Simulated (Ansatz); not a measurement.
# C₂H₉GaS: how energies converge with the basis set

One table from this session's results is given with a row withheld; the runs are named, their logs left out.

Method: one geometry, several basis sets; program: Ansatz 0.2.0, Gaussian basis.

The runs, in order: PBE0-D4/def2-SVP; ωB97M-V/def2-SVP; PBE0-D4/def2-QZVPP; ωB97M-V/def2-QZVPP; the functionals' def2-TZVPP values are taken from earlier runs.

## The relaxed structure

An earlier PBE0-D4 in a triple-zeta def2 set relaxation fixed the geometry.

SMILES `C[S+](C)[GaH3-]`, 13 atoms, charge 0, spin multiplicity 1.

Atoms are counted from 1 here; the program's logs count them from 0.

Bond lengths: C1–S2 1.794 Å, C1–H5 1.090 Å, C1–H6 1.091 Å, C1–H7 1.090 Å, S2–C3 1.794 Å, S2–Ga4 2.483 Å, C3–H8 1.091 Å, C3–H9 1.090 Å, C3–H10 1.090 Å, Ga4–H11 1.587 Å, Ga4–H12 1.577 Å, Ga4–H13 1.577 Å. Angles: S2–C1–H5 110.0°, S2–C1–H6 110.0°, S2–C1–H7 107.0°, H5–C1–H6 110.9°, H5–C1–H7 109.5°, H6–C1–H7 109.3°, C1–S2–C3 100.5°, C1–S2–Ga4 100.1°, C3–S2–Ga4 100.1°, S2–C3–H8 110.0°, S2–C3–H9 110.0°, S2–C3–H10 107.0°, H8–C3–H9 110.9°, H8–C3–H10 109.3°, H9–C3–H10 109.5°, S2–Ga4–H11 95.0°, S2–Ga4–H12 98.8°, S2–Ga4–H13 98.8° and more.

Geometry (Å):

```mol
C2H9GaS
  3D, bonds by distance, orders not assigned

 13 12  0  0  0  0  0  0  0  0999 V2000
   -0.2855    1.5920   -0.4501 C   0  0
    0.4143   -0.0017   -0.8853 S   0  0
    1.6162   -0.2011    0.4319 C   0  0
   -1.3848   -1.5051   -0.0674 Ga  0  0
    0.4719    2.3703   -0.5453 H   0  0
   -0.6855    1.5592    0.5640 H   0  0
   -1.0966    1.7856   -1.1517 H   0  0
    1.1198   -0.1456    1.4014 H   0  0
    2.3916    0.5604    0.3469 H   0  0
    2.0610   -1.1885    0.3101 H   0  0
   -1.4509   -0.8636    1.3827 H   0  0
   -2.5139   -1.1119   -1.0960 H   0  0
   -0.6371   -2.8846   -0.2264 H   0  0
  1  2  8  0
  2  3  8  0
  2  4  8  0
  1  5  8  0
  1  6  8  0
  1  7  8  0
  3  8  8  0
  3  9  8  0
  3 10  8  0
  4 11  8  0
  4 12  8  0
  4 13  8  0
M  END
```

The first run:

Contents of in.yaml:

```yaml
crystal:
  periodic: [false, false, false]
  atoms:
    - {symbol: C, position_ang: [-0.285543, 1.592045, -0.450092]}
    - {symbol: S, position_ang: [0.414259, -0.001747, -0.885329]}
    - {symbol: C, position_ang: [1.616160, -0.201128, 0.431853]}
    - {symbol: Ga, position_ang: [-1.384758, -1.505147, -0.067397]}
    - {symbol: H, position_ang: [0.471944, 2.370272, -0.545279]}
    - {symbol: H, position_ang: [-0.685533, 1.559166, 0.563979]}
    - {symbol: H, position_ang: [-1.096614, 1.785626, -1.151701]}
    - {symbol: H, position_ang: [1.119760, -0.145628, 1.401422]}
    - {symbol: H, position_ang: [2.391616, 0.560428, 0.346913]}
    - {symbol: H, position_ang: [2.061005, -1.188451, 0.310059]}
    - {symbol: H, position_ang: [-1.450900, -0.863631, 1.382727]}
    - {symbol: H, position_ang: [-2.513869, -1.111906, -1.096013]}
    - {symbol: H, position_ang: [-0.637126, -2.884599, -0.226442]}
basis:
  gaussian: {orbitals: def2-SVP}
hamiltonian: {xc: pbe0, dispersion: d4}
output: {orbitals: {seedname: orbitals}}
```

Run with:

```
$ ansatz run in.yaml --threads 4 --pin off --events-out ev --progress --plain --max-ram 10444MiB
```

Steps of the session up to this table: PBE0-D4 in def2-SVP; ωB97M-V in def2-SVP; PBE0-D4 in def2-QZVPP; ωB97M-V in def2-QZVPP.

One of the session's tables, all rows but one given; the rest of the session is left out.

| functional | basis | HOMO (eV) | LUMO (eV) |
| --- | --- | --- | --- |
| PBE0-D4 | def2-SVP | -7.57 | 0.51 |
| PBE0-D4 | def2-TZVPP | -7.62 | 0.21 |
| PBE0-D4 | def2-QZVPP | -7.63 | 0.04 |
| ωB97M-V | def2-SVP | ? | ? |
| ωB97M-V | def2-TZVPP | -9.86 | 1.85 |
| ωB97M-V | def2-QZVPP | -9.87 | 1.38 |

**Question.** Estimate the row for ωB97M-V, def2-SVP.

The run gave: HOMO (eV): -9.76; LUMO (eV): 2.19. In the column «HOMO (eV)» it lies between ωB97M-V, def2-TZVPP (-9.86) and PBE0-D4, def2-QZVPP (-7.63).
